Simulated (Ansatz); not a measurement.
Relaxation of a periodic cell of 17 atoms, CuSi$_{16}$ (host Si, host structure diamond, interstitial Cu), cell charge +1, to a largest force component of 0.03 eV/Å in at most 60 steps.

Theory: DFT r2SCAN-D3(BJ), scalar-relativistic, plane waves, PAW in Ansatz. Settings: PAW set soft_1, cutoff 500 eV, k mesh 2x2x2, gaussian smearing 0.02 eV, no spin polarisation.

```xyz
17
Lattice="0.0000 5.4300 5.4300 5.4300 0.0000 5.4300 5.4300 5.4300 0.0000" Properties=species:S:1:pos:R:3:forces:R:3
Si 0.000 0.000 0.000 0.31 -0.47 -0.48
Si 1.357 1.357 1.357 0.49 0.02 0.02
Si 2.715 2.715 0.000 -0.20 0.12 -0.19
Si 4.072 4.072 1.357 0.04 -0.34 0.04
Si 2.715 0.000 2.715 -0.20 -0.19 0.11
Si 4.072 1.357 4.072 0.04 0.04 -0.33
Si 5.430 2.715 2.715 0.09 0.10 0.09
Si 6.787 4.072 4.072 0.05 0.04 0.04
Si 0.000 2.715 2.715 0.61 0.63 0.62
Si 1.357 4.072 4.072 0.07 0.05 0.06
Si 2.715 5.430 2.715 -0.48 -0.46 0.30
Si 4.072 6.787 4.072 0.03 0.02 0.48
Si 2.715 2.715 5.430 -0.46 0.29 -0.45
Si 4.072 4.072 6.787 0.03 0.47 0.02
Si 5.430 5.430 5.430 0.10 -0.18 -0.19
Si 6.787 6.787 6.787 -0.32 0.04 0.04
Cu 9.549 6.822 6.829 -0.19 -0.16 -0.18
```

Task: Where does it end, and by what steps?

Result: The run converged. Limits of this set-up: a small cell, in which the defect meets its images, charged cell in a uniform background, uncorrected. After 7 steps the energy has fallen by 0.134 eV; Si9 moved furthest, 0.20 Å.

| step | energy less start (eV) | largest force component (eV/Å) | accepted |
| --- | --- | --- | --- |
| 0 | 0.0000 | 0.633 | yes |
| 1 | -0.0936 | 0.169 | yes |
| 2 | -0.1083 | 0.096 | yes |
| 3 | -0.1160 | 0.071 | yes |
| 4 | -0.1239 | 0.148 | yes |
| 5 | -0.1287 | 0.108 | yes |
| 6 | -0.1327 | 0.031 | yes |
| 7 | -0.1338 | 0.017 | yes |

```xyz
17
Lattice="0.0000 5.4300 5.4300 5.4300 0.0000 5.4300 5.4300 5.4300 0.0000" Properties=species:S:1:pos:R:3
Si -0.046 -0.007 -0.007
Si 1.358 1.390 1.390
Si 2.666 2.692 -0.049
Si 4.038 4.017 1.322
Si 2.668 -0.047 2.691
Si 4.040 1.323 4.016
Si 5.395 2.683 2.681
Si 6.747 4.035 4.033
Si 0.114 2.829 2.829
Si 1.460 4.170 4.173
Si 2.709 5.425 2.668
Si 4.105 6.821 4.072
Si 2.711 2.665 5.427
Si 4.105 4.071 6.821
Si 5.405 5.383 5.383
Si 6.730 6.754 6.755
Cu 9.645 6.918 6.926
```

Whether the end is a true minimum wasn't checked by a vibrational analysis.

The run took 94 s on 2 threads of Intel(R) Xeon(R) 6975P-C (Granite Rapids), on a shared host, peak memory 1.7 GiB.
